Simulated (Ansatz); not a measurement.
**LiI: vertical ionisation energy**

One table from this session's results is given with a row withheld; the runs are named, their logs left out.

Program: Ansatz 0.2.0, Gaussian basis. Level of theory: unrestricted cation, the program's frozen cores in correlated methods. These are calculated values, not measurements.

Plan: UKS PBE-D4/def2-TZVPP; UKS r2SCAN-D4/def2-TZVPP; UKS PBE0-D4/def2-TZVPP; UKS B3LYP-D4/def2-TZVPP; UKS wB97X-V/def2-TZVPP; UKS wB97M-V/def2-TZVPP; UKS B2PLYP/def2-TZVPP; UHF-CCSD(T)/def2-TZVPP; UHF-CCSD(T)/def2-QZVPP; extrapolation to the limit; then −ε(HOMO) from the neutral's earlier runs with LDA (SPW92), PBE-D4, revPBE-D4, BLYP-D4, r2SCAN-D4, B97M-V, PBE0-D4, B3LYP-D4, r2SCANh-D4, r2SCAN0-D4, HSE06-D4, BHLYP-D4, CAM-B3LYP-D4, LC-ωPBE, ωB97X-V, ωB97M-V.

### The relaxed structure

All runs share one geometry, relaxed beforehand with PBE0-D4 in a triple-zeta def2 set. I takes the def2 core potential; no spin-orbit term is included.

SMILES `[Li][I]`, 2 atoms, charge 0, spin multiplicity 1.

Atoms are counted from 1 here; the program's logs count them from 0.

Bond lengths: Li1–I2 2.388 Å.

As a file:

```xyz
2
charge 0, multiplicity 1
Li    0.00000    0.00000    0.00198
I     0.00000    0.00000    2.38994
```

The first run:

File in.yaml:

```yaml
crystal:
  periodic: [false, false, false]
  atoms:
    - {symbol: Li, position_ang: [0.000000, 0.000000, 0.001985]}
    - {symbol: I, position_ang: [-0.000000, -0.000000, 2.389939]}
basis:
  gaussian: {orbitals: def2-TZVPP}
total_charge: 1
magnetization: {spin_polarized: true, initial_magnetization: 1}
hamiltonian: {xc: pbe, dispersion: d4}
```

Run with:

```console
$ ansatz run in.yaml --threads 2 --pin off --events-out ev --progress --plain --max-ram 32768MiB --backend cpu
```

Among the steps run: Cation, UKS PBE-D4/def2-TZVPP; Cation, UKS r2SCAN-D4/def2-TZVPP; Cation, UKS PBE0-D4/def2-TZVPP; Cation, UKS B3LYP-D4/def2-TZVPP; Cation, UKS wB97X-V/def2-TZVPP; Cation, UKS wB97M-V/def2-TZVPP; Cation, UKS B2PLYP (frozen core)/def2-TZVPP; Cation, UHF-CCSD(T)/def2-TZVPP; Cation, UHF-CCSD(T)/def2-QZVPP.

One table of the session follows, with a row left open; its other results are not shown here.

For comparison, −ε(HOMO) of the neutral from earlier runs:

```
  functional  −ε(HOMO) (eV)
 LDA (SPW92)           5.43
      PBE-D4           5.28
   revPBE-D4           5.23
     BLYP-D4           5.12
   r2SCAN-D4           5.52
      B97M-V           5.46
     PBE0-D4           6.34
    B3LYP-D4           6.11
  r2SCANh-D4           5.91
  r2SCAN0-D4           6.51
    HSE06-D4           5.95
    BHLYP-D4           7.25
CAM-B3LYP-D4              ?
     LC-ωPBE           8.87
     ωB97X-V           8.54
     ωB97M-V           8.43
```

**Question.** Estimate the row for CAM-B3LYP-D4.

As computed: −ε(HOMO) (eV): 7.56. In the column «−ε(HOMO) (eV)» it lies between BHLYP-D4 (7.25) and ωB97M-V (8.43).
